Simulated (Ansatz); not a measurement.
# CH₈Al₂Si: up Jacob's ladder to CCSD(T)

How much do the methods differ for CH₈Al₂Si? The plan is to run it at one geometry with functionals of several rungs and with coupled cluster, and see how far each lands from CCSD(T) at the basis-set limit for the atomisation energy.

Program: Ansatz 0.2.0, Gaussian basis. Level of theory: functionals in def2-TZVPP, the program's frozen cores in correlated methods. These are calculated values, not measurements.

Levels to be run: LDA (SPW92), PBE-D4, revPBE-D4, BLYP-D4, r2SCAN-D4, B97M-V, PBE0-D4, B3LYP-D4, r2SCANh-D4, r2SCAN0-D4, HSE06-D4, BHLYP-D4, CAM-B3LYP-D4, LC-ωPBE, ωB97X-V, ωB97M-V, B2PLYP, PBE-QIDH; CCSD(T)/def2-SVP; CCSD(T)/def2-TZVPP; MP2/def2-QZVPP; extrapolation to the limit; RPA on PBE.

### 1 The relaxed structure

All runs share one geometry, relaxed beforehand with PBE0-D4 in a triple-zeta def2 set.

12 atoms, charge 0, spin multiplicity 1.

Atoms are counted from 1 here; the program's logs count them from 0.

Bond lengths: C1–Si2 1.885 Å, C1–H5 1.093 Å, C1–H6 1.092 Å, C1–H7 1.093 Å, Si2–Al3 2.467 Å, Si2–H8 1.496 Å, Si2–H9 1.496 Å, Al3–Al4 2.588 Å, Al3–H10 1.599 Å, Al4–H11 1.597 Å, Al4–H12 1.597 Å. Angles: Si2–C1–H5 110.9°, Si2–C1–H6 111.1°, Si2–C1–H7 110.8°, H5–C1–H6 108.0°, H5–C1–H7 107.9°, H6–C1–H7 108.0°, C1–Si2–Al3 114.3°, C1–Si2–H8 108.9°, C1–Si2–H9 108.9°, Al3–Si2–H8 109.3°, Al3–Si2–H9 109.3°, H8–Si2–H9 105.9°, Si2–Al3–Al4 123.1°, Si2–Al3–H10 116.5°, Al4–Al3–H10 120.4°, Al3–Al4–H11 122.0°, Al3–Al4–H12 122.0°, H11–Al4–H12 116.0°.

As a file:

```xyz
12

C    -0.9718    1.7388   -0.2292
Si    0.2727    1.1292    1.0488
Al    1.0611   -1.1781    0.6756
Al    0.2451   -2.6489   -1.2910
H    -0.5397    1.7206   -1.2326
H    -1.2847    2.7631   -0.0148
H    -1.8637    1.1075   -0.2353
H    -0.3428    1.2269    2.4089
H     1.4463    2.0571    1.0626
H     2.1256   -1.7466    1.7243
H    -1.0406   -3.5878   -1.1692
H     0.9693   -2.6367   -2.7140
```

### 2 LDA

This LDA is Slater exchange with PW92 correlation.

in.yaml

```yaml
crystal:
  periodic: [false, false, false]
  atoms:
    - {symbol: C, position_ang: [-0.971819, 1.738775, -0.229197]}
    - {symbol: Si, position_ang: [0.272711, 1.129195, 1.048768]}
    - {symbol: Al, position_ang: [1.061113, -1.178137, 0.675645]}
    - {symbol: Al, position_ang: [0.245149, -2.648908, -1.290988]}
    - {symbol: H, position_ang: [-0.539717, 1.720557, -1.232645]}
    - {symbol: H, position_ang: [-1.284717, 2.763052, -0.014788]}
    - {symbol: H, position_ang: [-1.863713, 1.107468, -0.235315]}
    - {symbol: H, position_ang: [-0.342840, 1.226868, 2.408923]}
    - {symbol: H, position_ang: [1.446273, 2.057103, 1.062585]}
    - {symbol: H, position_ang: [2.125629, -1.746649, 1.724302]}
    - {symbol: H, position_ang: [-1.040582, -3.587784, -1.169151]}
    - {symbol: H, position_ang: [0.969312, -2.636741, -2.714038]}
basis:
  gaussian: {orbitals: def2-TZVPP}
hamiltonian: {xc: lda}
output: {orbitals: {seedname: orbitals}}
```

Run with:

```sh
ansatz run in.yaml --threads 4 --pin off --events-out ev --progress --plain --max-ram 10444MiB
```

Further steps of the session: PBE-D4 (GGA); revPBE-D4 (GGA); BLYP-D4 (GGA); r2SCAN-D4 (meta-GGA); B97M-V (meta-GGA); PBE0-D4 (hybrid); B3LYP-D4 (hybrid); r2SCANh-D4 (hybrid); r2SCAN0-D4 (hybrid); HSE06-D4 (hybrid); BHLYP-D4 (hybrid); CAM-B3LYP-D4 (range-separated); LC-ωPBE (range-separated); ωB97X-V (range-separated); ωB97M-V (range-separated); B2PLYP (double hybrid); PBE-QIDH (double hybrid); CCSD(T) in def2-SVP; CCSD(T) in def2-TZVPP; MP2 in def2-QZVPP; RPA on PBE orbitals.

Q: Predict the results of all the runs planned. Wanted: atomisation energy, CCSD(T)/CBS; farthest beyond LDA; mean size of error, GGA; mean size of error, meta-GGA; mean size of error, hybrid; mean size of error, range-separated; mean size of error, double hybrid; gap, smallest and largest; T1 diagnostic.

**Answer**, as computed:

| quantity | value |
| --- | --- |
| atomisation energy, CCSD(T)/CBS | 3482.2 kJ/mol |
| functionals within 17.4 kJ/mol (0.5 %) | r2SCAN-D4, B3LYP-D4, r2SCANh-D4, CAM-B3LYP-D4, ωB97M-V |
| farthest beyond LDA | revPBE-D4 (-79.7 kJ/mol) |
| mean size of error, GGA | 58.0 kJ/mol |
| mean size of error, meta-GGA | 25.0 kJ/mol |
| mean size of error, hybrid | 27.0 kJ/mol |
| mean size of error, range-separated | 18.3 kJ/mol |
| mean size of error, double hybrid | 53.3 kJ/mol |
| gap, smallest and largest | 2.51 eV (LDA (SPW92)), 8.70 eV (LC-ωPBE) |
| T1 diagnostic | 0.0120 |
| triples share of the correlation energy | 3.3 % |

LDA overbinds by 339.8 kJ/mol (10 %). PBE-D4 misses by -32.2 kJ/mol. Double hybrids carry the basis error of their MP2 part in triple zeta, and no dispersion term here, so their miss is partly the set-up's. By mean error the best rung here is range-separated (18.3 kJ/mol) and the worst beyond LDA is GGA (58.0 kJ/mol). The gap between the best rungs is small, so their order is not settled. Misses under about 17.4 kJ/mol are within the doubt on the reference itself, which lacks core-valence correlation, relativity and higher excitations. Hartree-Fock recovers 77 % of the binding; the rest is correlation. CCSD(T) in def2-SVP is off by -195.3 kJ/mol, worse than the median functional, from the basis alone. Orbital gaps span 2.5 to 8.7 eV; exact exchange widens them.
